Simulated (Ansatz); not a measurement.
**UPBE0/6-31G(d) (spherical functions) run of C2HF2Ge (SMILES C#[C][Ge]([F])[F])**

What is the electronic atomisation energy of C2HF2Ge at UPBE0/6-31G* (spherical functions)? 

The calculation is run with Ansatz 0.2.0.

69 further runs of the same task are left out: 69 set aside as unsound or not needed.

## (1) Starting point

C2HF2Ge: 6 atoms, total charge 0, spin state doublet. SMILES: `C#[C][Ge]([F])[F]`. The shape is that of a PBE0-D4/def2-TZVP optimisation.

Bond lengths: C1–C2 1.206 Å, C2–Ge3 1.892 Å, Ge3–F4 1.728 Å, Ge3–F5 1.728 Å, C1–H6 1.067 Å. Angles: C1–C2–Ge3 171.1°, C2–Ge3–F4 108.5°, C2–Ge3–F5 108.5°, F4–Ge3–F5 104.7°, C2–C1–H6 178.2°.

## (2) A single-point energy at UPBE0/6-31G(d) (spherical functions)

File molecule.yaml:

```yaml
crystal:
  periodic: [false, false, false]
  atoms:
    - symbol: C
      position_ang: [-0.190100, 0.518400, 1.692900]
    - symbol: C
      position_ang: [-0.131400, 0.204200, 0.530300]
    - symbol: Ge
      position_ang: [-0.289600, -0.139700, -1.323100]
    - symbol: F
      position_ang: [-0.276600, -1.850600, -1.565100]
    - symbol: F
      position_ang: [1.142900, 0.424100, -2.108200]
    - symbol: H
      position_ang: [-0.213200, 0.779700, 2.727000]
basis:
  gaussian:
    orbitals: 6-31G_st_-spherical.json
total_charge: 0
accuracy: high
magnetization:
  spin_polarized: true
  initial_magnetization: 1
hamiltonian:
  xc: {name: PBE0}
output: {orbitals: {seedname: orbitals}}
```

The basis set 6-31G* is read from a file made from the Basis Set Exchange's data (not shown).

Command:

```
ansatz run molecule.yaml --threads 1 --pin off --max-ram 3480MiB --events-out events.jsonl --progress --plain --runs-dir runs
```

The log of the run:

```text
Warning: RAYON_NUM_THREADS=1 ignored (pool sized by the plan → 1); use --threads N
Functional definition: PBE0
  name "PBE0"
  parameter a = 0.25
  parameter kappa = 0.804
  parameter beta = 0.06672455060314922
  exchange = (1 - a)*pbe_x(kappa = kappa, mu = beta*pi^2/3) + a*exact_x
  correlation = pbe_c(beta = beta)
1871 factors; integrals over basis functions are off by at most 9.0e-9 eV
mean field evaluation 1: about -64012.2972 eV, gradient 3.7e1 eV
mean field evaluation 2: about -64006.9707 eV, gradient 5.5e1 eV
mean field evaluation 4: about -64017.8393 eV, gradient 3.4e0 eV
mean field evaluation 8: about -64018.0553 eV, gradient 6.6e-1 eV
mean field evaluation 16: about -64018.0575 eV, gradient 9.7e-4 eV
mean field -64018.05750303 eV, -2352.6202202386 hartree, gradient 6.1e-8 eV, S^2 0.752281; 0 other end points of the search recorded, 0 dependent functions left out
reference -64018.05750578 eV, -2352.6202203395 hartree; 32, 31 occupied and 58, 59 virtual orbitals, 1871 factors
Total energy: -64018.05750578 eV, -2352.6202203395 hartree
```

Wall time 15 s (1 thread of Arm Neoverse V2, shared host); peak memory 0.47 GiB.

## (3) The C atom

File input.yaml:

```yaml
crystal:
  periodic: [false, false, false]
  atoms:
    - symbol: C
      position_ang: [0.000000, 0.000000, 0.000000]
basis:
  gaussian:
    orbitals: 6-31G_st_-spherical.json
magnetization:
  spin_polarized: true
  initial_magnetization: 2
hamiltonian:
  xc: pbe0
accuracy: high
```

The basis set 6-31G* is read from a file made from the Basis Set Exchange's data (not shown).

Run the same way, it converges to -37.79246 Eh (log not shown).

## (4) The F atom at the same level

File molecule.yaml:

```yaml
basis:
  gaussian:
    orbitals: 6-31G_st_-spherical.json
crystal:
  periodic: [false, false, false]
  atoms:
    - symbol: F
      position_ang: [0.000000, 0.000000, 0.000000]
magnetization:
  spin_polarized: true
  initial_magnetization: 1
hamiltonian:
  xc: pbe0
accuracy: high
```

The basis set 6-31G* is read from a file made from the Basis Set Exchange's data (not shown).

Run the same way, it converges to -99.62354 Eh (log not shown).

## (5) The Ge atom at the same level

File molecule.yaml:

```yaml
crystal:
  periodic: [false, false, false]
  atoms:
    - {symbol: Ge, position_ang: [0.000000, 0.000000, 0.000000]}
basis:
  gaussian:
    orbitals: 6-31G_st_-spherical.json
magnetization:
  spin_polarized: true
  initial_magnetization: 2
hamiltonian:
  xc: {name: PBE0}
accuracy: high
```

The basis set 6-31G* is read from a file made from the Basis Set Exchange's data (not shown).

Run the same way, it converges to -2076.37676 Eh (log not shown).

## (6) The H atom, same level

File run.yaml:

```yaml
crystal:
  periodic: [false, false, false]
  atoms:
    - {symbol: H, position_ang: [0.000000, 0.000000, 0.000000]}
basis:
  gaussian:
    orbitals: "6-31G*"
magnetization:
  spin_polarized: true
  initial_magnetization: 1
hamiltonian:
  xc: pbe0
accuracy: high
```

Run the same way, it converges to -0.49911 Eh (log not shown).

## (7) Results

Level: UPBE0/6-31G* (spherical functions).

| quantity | value |
| --- | --- |
| molecule: total energy | -2352.62022 Eh |
| molecule: HOMO energy (highest over α and β) | -7.39 eV |
| molecule: LUMO energy (lowest over α and β) | -3.85 eV |
| molecule: ⟨S²⟩ | 0.752 |
| C atom: total energy | -37.79246 Eh |
| C atom: ⟨S²⟩ | 2.002 |
| F atom: total energy | -99.62354 Eh |
| F atom: ⟨S²⟩ | 0.751 |
| Ge atom: total energy | -2076.37676 Eh |
| Ge atom: ⟨S²⟩ | 2.003 |
| H atom: total energy | -0.49911 Eh |
| H atom: ⟨S²⟩ | 0.750 |
| electronic atomisation energy | 24.826 eV |

**Reading.** Taking the molecule apart into free atoms costs 24.83 eV (573 kcal/mol), before zero-point energy and without spin-orbit coupling.
